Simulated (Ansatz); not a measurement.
## Zn, space group Fm-3m: a relaxation driven by ASE, step by step

Computed with Ansatz 0.2.0, Python API.

Interactive session:
```pycon
>>> import warnings
>>> import ansatz as az
>>> from ase import Atoms
>>> from ase.calculators.calculator import Calculator, all_changes
>>> from ase.filters import FrechetCellFilter
>>> from ase.optimize import BFGSLineSearch
>>> from ase.units import GPa
>>> import numpy as np
>>> class DFT(Calculator):
...     implemented_properties = ['energy', 'free_energy', 'forces', 'stress']
...     def calculate(self, atoms=None, properties=('energy',), system_changes=all_changes):
...         super().calculate(atoms, properties, system_changes)
...         bare = self.atoms.copy()
...         bare.set_constraint()
...         bare.set_momenta(None)
...         job = (
...             az.Crystal.from_ase(bare).calculation()
...             .functional('pbesol')
...             .pseudopotentials('paw')
...             .basis(420)  # a bare number is in eV
...             .kpoints(8, 8, 8)
...             .occupations('Gaussian', width=0.15)  # smearing steadies the SCF of a metal
...             .forces()  # eV per angstrom
...             .stress()  # GPa
...         )
...         report = job.run(threads=1).report
...         self.results['free_energy'] = report['lagrangian_ev']
...         self.results['energy'] = report.get('lagrangian_sigma0_ev', report['lagrangian_ev'])
...         self.results['forces'] = np.array(report['forces_ev_ang'])
...         s = -np.array(report['stress_gpa']) * GPa  # ASE counts tension as positive
...         self.results['stress'] = s[[0, 1, 2, 1, 0, 0], [0, 1, 2, 2, 2, 1]]
...
>>> warnings.simplefilter('ignore')
>>> atoms = Atoms(
...     ['Zn'],
...     cell=[(0.0, 1.964776, 1.964776), (1.964776, 0.0, 1.964776), (1.964776, 1.964776, 0.0)],
...     scaled_positions=[
...         (0.0, 0.0, 0.0),
...     ],
...     pbc=True,
... )
>>> atoms.rattle(0.1, seed=7)
>>> atoms.calc = DFT()
>>> before = atoms.get_potential_energy(), atoms.get_volume()
>>> target = FrechetCellFilter(atoms)
>>> optimiser = BFGSLineSearch(target, logfile=None)
>>> def tell():
...     fmax = np.linalg.norm(target.get_forces(), axis=1).max()
...     print(f'step {optimiser.nsteps:2d}  E = {atoms.get_potential_energy():.5f} eV  fmax = {fmax:.4f}  V = {atoms.get_volume():.3f} A^3')
...
>>> optimiser.attach(tell)
>>> met = optimiser.run(fmax=0.02, steps=15)
step  0  E = -3280.85512 eV  fmax = 0.4462  V = 15.169 A^3
step  1  E = -3280.87079 eV  fmax = 0.0044  V = 14.182 A^3
>>> print('threshold met:', bool(met), ' energy gained:', round(before[0] - atoms.get_potential_energy(), 5), 'eV')
threshold met: True  energy gained: 0.01567 eV
>>> print('cell lengths and angles:', np.round(atoms.cell.cellpar(), 3))
cell lengths and angles: [ 2.717  2.717  2.717 60.    60.    60.   ]
>>> np.round(atoms.get_scaled_positions(), 4)
array([[0.946 , 0.0557, 0.0303]])
```

Reading the output:
- Total energies depend on the potentials; only differences at equal settings carry meaning. A total without «per atom» is that of the cell as typed.
- For a metal this k-point mesh is coarse: on a finer one energies can move by several to tens of meV an atom and pressures by half a GPa or more, differences at one mesh by less.
- This isn't the structure that Zn takes at ambient conditions.
- Wall time of the script: 1.8 s on 1 thread of Intel(R) Xeon(R) Platinum 8488C (Sapphire Rapids), on a shared host, peak memory 0.4 GiB.
